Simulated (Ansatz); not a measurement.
# Cs2Cl: the cost of one run

Program: Ansatz 0.2.0. Level of theory: DFT PBE, scalar-relativistic, plane waves, PAW. These are calculated values, not measurements.

## 1. Starting point

It takes space group Pnnm (No. 58, orthorhombic). Conventional cell: a = 6.121 Å, b = 7.471 Å, c = 4.664 Å, α = 90.00°, β = 90.00°, γ = 90.00°. Cs (site symmetry m) is surrounded by 1 Cs at 3.05 Å and 3 Cl at 3.08 to 3.10 Å. Cl (site symmetry 2/m) is surrounded by 6 Cs at 3.08 to 3.10 Å.

Structure file:

```
Cs Cl
1.0
     6.12124    0.00000    0.00000
     0.00000    7.47092    0.00000
     0.00000    0.00000    4.66385
Cs Cl
4 2
Cartesian
  1.2267 2.8292 0.0000
  4.8945 4.6417 0.0000
  4.2873 0.9062 2.3319
  1.8339 6.5647 2.3319
  0.0000 0.0000 0.0000
  3.0606 3.7355 2.3319
```

This is candidate A: marcasite type (Pnnm, No. 58).

(A quick probe on a coarse mesh, which set the mesh and smearing, is not shown.)

## 3. Coarse relaxation (candidate A)

File input.yaml:

```yaml
crystal:
  lattice:
    - [6.1212379469, 0.0, 0.0]
    - [0.0, 7.4709236752, 0.0]
    - [0.0, 0.0, 4.6638528064]
  atoms:
    - { symbol: Cs, position: [0.2004, 0.3787, 0.0] }
    - { symbol: Cs, position: [0.7996, 0.6213, 0.0] }
    - { symbol: Cs, position: [0.7004, 0.1213, 0.5] }
    - { symbol: Cs, position: [0.2996, 0.8787, 0.5] }
    - { symbol: Cl, position: [0.0, 0.0, 0.0] }
    - { symbol: Cl, position: [0.5, 0.5, 0.5] }
basis:
  ecutwfc: 420
kpoints:
  mp_grid: { grid: [4, 4, 4] }
hamiltonian:
  xc: pbe
scf:
  occupations: { method: gaussian, width: 0.1 }
  lower_state_search: "off"
output:
  forces: true
  stress: true
  eigenvalues: true
relax:
  adjacent_minimum: "off"
  f_tol: 0.04
  max_steps: 70
  cell: { stress_tol: 0.4 }
```

The run is started by

```
$ ansatz run input.yaml --threads 1 --pin off --max-ram 2560MiB --backend cpu --events-out ev --progress --plain --runs-dir out
```

**Question.** How long does this run take on 1 thread of Arm Neoverse V1, shared host, and how much memory does it need?

About 3.7 min, with a peak of 0.65 GiB.
